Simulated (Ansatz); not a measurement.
# C7H16 (3-methylhexane) at PBEsol-D3(BJ)-ATM/6-31G(d) (Cartesian functions, accuracy low, nuclear model gaussian)

What is the energy difference between two shapes of C7H16 (3-methylhexane) at PBEsol-D3(BJ)-ATM/6-31G* (Cartesian functions, accuracy low, nuclear model gaussian)? 

The calculation is run with Ansatz 0.2.0.

7 further runs of the same task are left out: 2 for a known fault of the program, 5 set aside as unsound or not needed.

## 1. Starting point

C7H16 has 23 atoms, charge 0, and is taken as a singlet. As SMILES, `CCCC(C)CC`. The coordinates come from a PBE0-D4/def2-TZVP relaxation. This is one conformer, not always the lowest.

Some bond lengths: C1–C2 1.519 Å, C2–C3 1.520 Å, C3–C4 1.527 Å, C4–C5 1.523 Å, C4–C6 1.528 Å, C6–C7 1.519 Å, C1–H8 1.094 Å, C1–H9 1.094 Å, C1–H10 1.093 Å, C2–H11 1.097 Å, C2–H12 1.094 Å, C3–H13 1.097 Å, C3–H14 1.099 Å, C4–H15 1.100 Å, C5–H16 1.091 Å, C5–H17 1.095 Å. Some angles: C1–C2–C3 112.5°, C2–C3–C4 115.4°, C3–C4–C5 111.8°, C3–C4–C6 109.9°, C5–C4–C6 111.7°, C4–C6–C7 114.9°, C1–C2–H11 109.6°, C1–C2–H12 109.2°, C3–C2–H11 109.1°, C3–C2–H12 110.1°.

## 2. Energy and forces at PBEsol-D3(BJ)-ATM/6-31G(d) (Cartesian functions, accuracy low, nuclear model gaussian)

molecule.yaml

```yaml
crystal:
  periodic: [false, false, false]
  atoms:
    - {symbol: C, position_ang: [-3.173500, 0.958000, -0.294700]}
    - {symbol: C, position_ang: [-2.045200, -0.042100, -0.109400]}
    - {symbol: C, position_ang: [-0.678100, 0.622200, -0.074600]}
    - {symbol: C, position_ang: [0.496000, -0.310200, 0.212400]}
    - {symbol: C, position_ang: [0.664200, -1.360400, -0.877100]}
    - {symbol: C, position_ang: [1.771600, 0.506000, 0.413500]}
    - {symbol: C, position_ang: [2.974800, -0.293900, 0.883200]}
    - {symbol: H, position_ang: [-3.188900, 1.690100, 0.517700]}
    - {symbol: H, position_ang: [-3.058500, 1.510800, -1.231500]}
    - {symbol: H, position_ang: [-4.148700, 0.466000, -0.317600]}
    - {symbol: H, position_ang: [-2.197200, -0.600000, 0.822300]}
    - {symbol: H, position_ang: [-2.084000, -0.780800, -0.915900]}
    - {symbol: H, position_ang: [-0.693000, 1.409000, 0.690100]}
    - {symbol: H, position_ang: [-0.499700, 1.135500, -1.029400]}
    - {symbol: H, position_ang: [0.283900, -0.830800, 1.157900]}
    - {symbol: H, position_ang: [-0.234300, -1.968600, -0.995500]}
    - {symbol: H, position_ang: [0.873200, -0.882300, -1.840200]}
    - {symbol: H, position_ang: [1.488000, -2.042200, -0.658000]}
    - {symbol: H, position_ang: [2.013300, 1.018600, -0.526300]}
    - {symbol: H, position_ang: [1.563200, 1.297000, 1.142700]}
    - {symbol: H, position_ang: [3.296200, -1.027100, 0.140500]}
    - {symbol: H, position_ang: [3.826700, 0.360300, 1.082800]}
    - {symbol: H, position_ang: [2.750000, -0.835000, 1.807200]}
basis:
  gaussian:
    orbitals: "6-31G*"
    final_grid:
      core_spheres: 5
      valence_spheres: 4
      degree: 11
    nuclear_model: gaussian
hamiltonian:
  xc: pbesol
  dispersion: d3bjatm
  pseudopotentials:
    relativity: none
accuracy: low
output:
  forces: true
  orbitals: {seedname: orbitals}
```

Started as:

```sh
$ ansatz run molecule.yaml --threads 1 --pin off --max-ram 2610MiB --events-out events.jsonl --progress --plain --runs-dir runs
```

Standard output, cut to the lines that bear on the results:

```text
Warning: RAYON_NUM_THREADS=1 ignored (pool sized by the plan → 1); use --threads N
Functional definition: PBEsol
  name "PBEsol"
[...]
1881 factors; their error is unknown
[...]
mean field -7476.26904513 eV, -274.7478198112 hartree, gradient 3.9e-5 eV, S^2 0.000000; 0 other end points of the search recorded, 0 dependent functions left out
[...]
reference -7476.26910785 eV, -274.7478221164 hartree; 29, 29 occupied and 108, 108 virtual orbitals, 1881 factors
Total energy: -7476.46849709 eV, -274.7551495359 hartree
Atom 0 at    -3.173500     0.958000    -0.294700 Å, force     0.163126    -0.278702     0.027519 eV/Å
Atom 1 at    -2.045200    -0.042100    -0.109400 Å, force     0.157293     0.444024    -0.038882 eV/Å
Atom 2 at    -0.678100     0.622200    -0.074600 Å, force    -0.319027    -0.395314     0.036684 eV/Å
Atom 3 at     0.496000    -0.310200     0.212400 Å, force     0.018916     0.111040    -0.134294 eV/Å
Atom 4 at     0.664200    -1.360400    -0.877100 Å, force     0.029274     0.188882     0.115288 eV/Å
Atom 5 at     1.771600     0.506000     0.413500 Å, force    -0.219591    -0.232658     0.178780 eV/Å
Atom 6 at     2.974800    -0.293900     0.883200 Å, force    -0.105373     0.108673    -0.147269 eV/Å
Atom 7 at    -3.188900     1.690100     0.517700 Å, force    -0.028188     0.326097     0.321409 eV/Å
Atom 8 at    -3.058500     1.510800    -1.231500 Å, force     0.123405     0.229082    -0.405170 eV/Å
Atom 9 at    -4.148700     0.466000    -0.317600 Å, force    -0.387066    -0.233984     0.008395 eV/Å
Atom 10 at    -2.197200    -0.600000     0.822300 Å, force    -0.134293    -0.218560     0.466960 eV/Å
Atom 11 at    -2.084000    -0.780800    -0.915900 Å, force    -0.010223    -0.359436    -0.372704 eV/Å
Atom 12 at    -0.693000     1.409000     0.690100 Å, force     0.128386     0.337545     0.350310 eV/Å
Atom 13 at    -0.499700     1.135500    -1.029400 Å, force     0.234128     0.188302    -0.480525 eV/Å
Atom 14 at     0.283900    -0.830800     1.157900 Å, force    -0.098993    -0.220069     0.476496 eV/Å
Atom 15 at    -0.234300    -1.968600    -0.995500 Å, force    -0.436862    -0.212927    -0.085887 eV/Å
Atom 16 at     0.873200    -0.882300    -1.840200 Å, force     0.067283     0.294614    -0.369567 eV/Å
Atom 17 at     1.488000    -2.042200    -0.658000 Å, force     0.348351    -0.394454     0.071720 eV/Å
Atom 18 at     2.013300     1.018600    -0.526300 Å, force     0.095447     0.248714    -0.508933 eV/Å
Atom 19 at     1.563200     1.297000     1.142700 Å, force    -0.044842     0.310373     0.287753 eV/Å
Atom 20 at     3.296200    -1.027100     0.140500 Å, force     0.121962    -0.274713    -0.366220 eV/Å
Atom 21 at     3.826700     0.360300     1.082800 Å, force     0.348457     0.255665     0.111113 eV/Å
Atom 22 at     2.750000    -0.835000     1.807200 Å, force    -0.051572    -0.222195     0.457024 eV/Å
Dipole moment:    -0.005624    -0.001566     0.010247 e Å
```

Wall time 4.2 s (1 thread of Arm Neoverse V1, shared host); peak memory 0.41 GiB.

## 3. The distorted shape at the same level

molecule.yaml

```yaml
crystal:
  periodic: [false, false, false]
  atoms:
    - {symbol: C, position_ang: [-3.191294, 0.940814, -0.217714]}
    - {symbol: C, position_ang: [-2.051815, -0.027846, -0.072021]}
    - {symbol: C, position_ang: [-0.672488, 0.576843, -0.069496]}
    - {symbol: C, position_ang: [0.529841, -0.281565, 0.140207]}
    - {symbol: C, position_ang: [0.663518, -1.467637, -0.843174]}
    - {symbol: C, position_ang: [1.741279, 0.520206, 0.390998]}
    - {symbol: C, position_ang: [2.982925, -0.183419, 0.796866]}
    - {symbol: H, position_ang: [-3.185874, 1.681004, 0.533915]}
    - {symbol: H, position_ang: [-3.064150, 1.501924, -1.234701]}
    - {symbol: H, position_ang: [-4.260562, 0.446074, -0.309262]}
    - {symbol: H, position_ang: [-2.162404, -0.714775, 0.928546]}
    - {symbol: H, position_ang: [-2.060364, -0.811048, -0.806659]}
    - {symbol: H, position_ang: [-0.715459, 1.494434, 0.702628]}
    - {symbol: H, position_ang: [-0.551421, 1.177221, -0.967910]}
    - {symbol: H, position_ang: [0.245203, -0.842991, 1.208423]}
    - {symbol: H, position_ang: [-0.221057, -2.007294, -1.013910]}
    - {symbol: H, position_ang: [0.900096, -0.869904, -1.746535]}
    - {symbol: H, position_ang: [1.421927, -2.072558, -0.675271]}
    - {symbol: H, position_ang: [2.077268, 0.955744, -0.503431]}
    - {symbol: H, position_ang: [1.575487, 1.299981, 1.167664]}
    - {symbol: H, position_ang: [3.348050, -1.041950, 0.157748]}
    - {symbol: H, position_ang: [3.849043, 0.386398, 1.089705]}
    - {symbol: H, position_ang: [2.787041, -0.713310, 1.825705]}
basis:
  gaussian:
    orbitals: "6-31G*"
    final_grid:
      core_spheres: 5
      valence_spheres: 4
      degree: 11
    nuclear_model: gaussian
hamiltonian:
  xc: pbesol
  dispersion: d3bjatm
  pseudopotentials:
    relativity: none
accuracy: low
output:
  forces: true
  orbitals: {seedname: orbitals}
```

Started as:

```sh
$ ansatz run molecule.yaml --threads 1 --pin off --max-ram 2610MiB --events-out events.jsonl --progress --plain --runs-dir runs
```

Standard output, cut to the lines that bear on the results:

```text
Warning: RAYON_NUM_THREADS=1 ignored (pool sized by the plan → 1); use --threads N
[... 2 set-up lines as earlier in the session ...]
[...]
1881 factors; their error is unknown
[...]
mean field -7474.44916060 eV, -274.6809402883 hartree, gradient 5.6e-5 eV, S^2 0.000000; 0 other end points of the search recorded, 0 dependent functions left out
[...]
reference -7474.44922081 eV, -274.6809425009 hartree; 29, 29 occupied and 108, 108 virtual orbitals, 1881 factors
Total energy: -7474.64814252 eV, -274.6882527391 hartree
Atom 0 at    -3.191294     0.940814    -0.217714 Å, force    -1.492712    -1.051743    -3.326045 eV/Å
Atom 1 at    -2.051815    -0.027846    -0.072021 Å, force     0.241086    -1.971333     2.782927 eV/Å
Atom 2 at    -0.672488     0.576843    -0.069496 Å, force    -1.125108     3.054582     1.322895 eV/Å
Atom 3 at     0.529841    -0.281565     0.140207 Å, force    -2.007301    -3.468292     4.145247 eV/Å
[...]
Atom 13 at    -0.551421     1.177221    -0.967910 Å, force     0.218550     0.185184    -1.258531 eV/Å
Atom 14 at     0.245203    -0.842991     1.208423 Å, force     0.820843     1.076734    -1.802712 eV/Å
Atom 15 at    -0.221057    -2.007294    -1.013910 Å, force    -1.786689    -0.831583    -0.163567 eV/Å
Atom 16 at     0.900096    -0.869904    -1.746535 Å, force    -0.011406    -0.661724    -0.893487 eV/Å
Atom 17 at     1.421927    -2.072558    -0.675271 Å, force     4.086980    -3.261359     1.277874 eV/Å
Atom 18 at     2.077268     0.955744    -0.503431 Å, force    -0.106959     1.793633    -2.216150 eV/Å
Atom 19 at     1.575487     1.299981     1.167664 Å, force    -0.215226    -0.002768    -0.399575 eV/Å
Atom 20 at     3.348050    -1.041950     0.157748 Å, force    -0.278723     0.724747     0.054601 eV/Å
Atom 21 at     3.849043     0.386398     1.089705 Å, force     0.632015     1.139113    -0.400403 eV/Å
Atom 22 at     2.787041    -0.713310     1.825705 Å, force     0.063617     0.427501    -1.312575 eV/Å
Dipole moment:     0.027791     0.021414    -0.049783 e Å
```

Wall time 4.2 s (1 thread of Arm Neoverse V1, shared host); peak memory 0.41 GiB.

## 4. Summary of results

At PBEsol-D3(BJ)-ATM/6-31G* (Cartesian functions, accuracy low, nuclear model gaussian):

| quantity | value |
| --- | --- |
| first shape: total energy | -274.75515 Eh |
| first shape: dipole moment | 0.06 D |
| first shape: HOMO energy | -6.91 eV |
| first shape: LUMO energy | 1.79 eV |
| first shape: HOMO–LUMO gap | 8.70 eV |
| first shape: dispersion energy | -19.24 kJ/mol |
| first shape: largest force on an atom | 0.574 eV/Å |
| distorted shape: total energy | -274.68825 Eh |
| distorted shape: dipole moment | 0.29 D |
| distorted shape: HOMO energy | -6.38 eV |
| distorted shape: LUMO energy | 1.47 eV |
| distorted shape: HOMO–LUMO gap | 7.85 eV |
| distorted shape: dispersion energy | -19.19 kJ/mol |
| distorted shape: largest force on an atom | 6.373 eV/Å |
| energy change with the atoms displaced | 1.820 eV |

In words: With the atoms displaced the energy rises by 1.82 eV (176 kJ/mol). The first shape isn't relaxed at this level, so the change isn't measured from a minimum. The largest force (first shape) is 0.57 eV/Å: the shape isn't a stationary point for this species at this level. The accuracy setting (first shape) is loose, so the last digits carry no meaning. The accuracy setting (distorted shape) is loose, so the last digits carry no meaning.
